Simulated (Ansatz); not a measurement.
# C3H8GeS: the cost of one run

All numbers below are computed with Ansatz 0.2.0 (RKS PBE-D4/def2-SVP).

### Step 1. Starting point

Bond lengths: C1–Ge2 1.886 Å, Ge2–C3 1.950 Å, Ge2–C4 2.034 Å, C3–C4 1.473 Å, C4–S5 1.765 Å, C1–H6 1.096 Å, C1–H7 1.158 Å, C1–H8 1.100 Å, Ge2–H9 1.512 Å, C3–H10 1.132 Å, C3–H11 1.131 Å, C4–H12 1.142 Å, S5–H13 1.455 Å. Angles (14 of 25 angles, heavy atoms first): C1–Ge2–C3 114.1°, C1–Ge2–C4 108.8°, C3–Ge2–C4 43.3°, Ge2–C3–C4 71.3°, Ge2–C4–C3 65.3°, Ge2–C4–S5 112.2°, C3–C4–S5 117.6°, C1–Ge2–H9 120.3°, C3–Ge2–H9 123.7°, C4–Ge2–H9 103.1°, Ge2–C1–H6 114.1°, Ge2–C1–H7 109.5°, Ge2–C1–H8 110.8°, Ge2–C3–H10 115.4°.

As a file:

```xyz
13

C    -2.0070   -0.0884   -0.1172
Ge   -0.2803   -0.6806   -0.5912
C     0.9407   -0.8639    0.9186
C     1.0934    0.4868    0.3501
S     2.5085    0.7941   -0.6583
H    -2.2623   -0.2515    0.9363
H    -2.0841    1.0543   -0.2906
H    -2.7677   -0.5359   -0.7736
H     0.1689   -0.6417   -2.0340
H     1.8421   -1.5235    0.7370
H     0.4512   -0.9262    1.9364
H     0.6040    1.2982    0.9879
H     1.8130    1.8437   -1.3868
```

### Step 2. Relaxing end A

Contents of input.yaml:

```yaml
crystal:
  periodic: [false, false, false]
  atoms:
    - { symbol: C, position_ang: [-2.007, -0.0884, -0.1172] }
    - { symbol: Ge, position_ang: [-0.2803, -0.6806, -0.5912] }
    - { symbol: C, position_ang: [0.9407, -0.8639, 0.9186] }
    - { symbol: C, position_ang: [1.0934, 0.4868, 0.3501] }
    - { symbol: S, position_ang: [2.5085, 0.7941, -0.6583] }
    - { symbol: H, position_ang: [-2.2623, -0.2515, 0.9363] }
    - { symbol: H, position_ang: [-2.0841, 1.0543, -0.2906] }
    - { symbol: H, position_ang: [-2.7677, -0.5359, -0.7736] }
    - { symbol: H, position_ang: [0.1689, -0.6417, -2.034] }
    - { symbol: H, position_ang: [1.8421, -1.5235, 0.737] }
    - { symbol: H, position_ang: [0.4512, -0.9262, 1.9364] }
    - { symbol: H, position_ang: [0.604, 1.2982, 0.9879] }
    - { symbol: H, position_ang: [1.813, 1.8437, -1.3868] }
basis:
  gaussian: { orbitals: def2-SVP }
hamiltonian:
  xc: pbe
  dispersion: d4
relax:
  f_tol: 0.015
  max_steps: 40
```

Started as:

```
ansatz run input.yaml --threads 2 --pin off --max-ram 3072MiB --backend cpu --events-out ev --progress --plain --runs-dir out
```

What time and memory should one allow on 2 threads of Arm Neoverse V2, shared host?

About 39 s, with a peak of 0.19 GiB.
